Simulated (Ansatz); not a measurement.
# GeW (rocksalt type): how the settings move a single-point run

Aim: see which settings change the result for GeW (rocksalt type), by how much, and at what cost.

Method: reference: DFT, r2SCAN, PAW with Ansatz's default frozen-core files, scalar-relativistic, in Ansatz 0.2.0.

1 further run of the same task is left out (it didn't finish).

**1. The system as given**

It takes space group Fm-3m (No. 225, cubic). Conventional cell: a = 4.675 Å, b = 4.675 Å, c = 4.675 Å, α = 90.00°, β = 90.00°, γ = 90.00°. W (site symmetry m-3m) is surrounded by 6 Ge at 2.34 Å. Around Ge (site symmetry m-3m) lie 6 W at 2.34 Å.

Coordinates:

```xyz
2
Lattice="0.0000 2.3375 2.3375 2.3375 0.0000 2.3375 2.3375 2.3375 0.0000" Properties=species:S:1:pos:R:3 pbc="T T T"
W     0.0000    0.0000    0.0000
Ge    2.3375    2.3375    2.3375
```

**2. Reference**

The input, input.yaml:

```yaml
crystal:
  lattice:
    - [0.0, 2.3375057368, 2.3375057368]
    - [2.3375057368, 0.0, 2.3375057368]
    - [2.3375057368, 2.3375057368, 0.0]
  atoms:
    - { symbol: W, position: [0.0, 0.0, 0.0] }
    - { symbol: Ge, position: [0.5, 0.5, 0.5] }
kpoints:
  mp_grid: { grid: [13, 13, 13] }
scf:
  occupations: { method: fermi_dirac, width: 0.1 }
hamiltonian:
  xc: r2scan
  pseudopotentials: { kind: paw }
output:
  forces: true
  stress: true
  eigenvalues: true
  populations: true
  write_density: true
  write_potential: true
  elf: true
  volumetric_format: npy
```

Command:

```
> ansatz run input.yaml --threads 1 --pin off --max-ram 2048MiB --backend cpu --events-out ev --progress --plain --runs-dir out
```

**3. Changed: occupations.width 0.05**

Changes to input.yaml since step 2:

```diff
@@ -11,3 +11,3 @@
 scf:
-  occupations: { method: fermi_dirac, width: 0.1 }
+  occupations: { method: fermi_dirac, width: 0.05 }
 hamiltonian:
```

What does the calculation give? Wanted: for each run, ending; energy change; pressure; gap; force.

**Answer**, as computed:

| run | ending | energy change | pressure (GPa) | gap (eV) | force (eV/Å) | cycles | time |
| --- | --- | --- | --- | --- | --- | --- | --- |
| reference | converged | 0 | 91.8 | 0.00 | 0.00 | 7 | 6.5 s |
| 1: occupations.width 0.05 | converged | +1.0 meV/atom (σ→0) | 91.6 | 0.00 | 0.00 | 7 | 6.4 s |

Residual by cycle in the longest SCF loop of each run; runs are numbered as in the table. The quantity is the density residual dr2, in eV.

| cycle | reference | run 1 |
| --- | --- | --- |
| 1 | 0.00659 | 0.00693 |
| 2 | 0.00274 | 0.00283 |
| 3 | 0.00103 | 0.00102 |
| 4 | 1.4e-5 | 1.4e-5 |
| 5 | 2.8e-6 | 2.7e-6 |
| 6 | 1.6e-7 | 1.6e-7 |
| 7 | 6.1e-9 | 6.1e-9 |

**Reading.** Changing the smearing moves the energy by +1.0 meV/atom (σ→0 values). The structure is not at rest: the sound run finds 92 GPa, so these are no properties of the relaxed crystal. The reference has no spin polarisation; with W present, a magnetic state may lie lower.
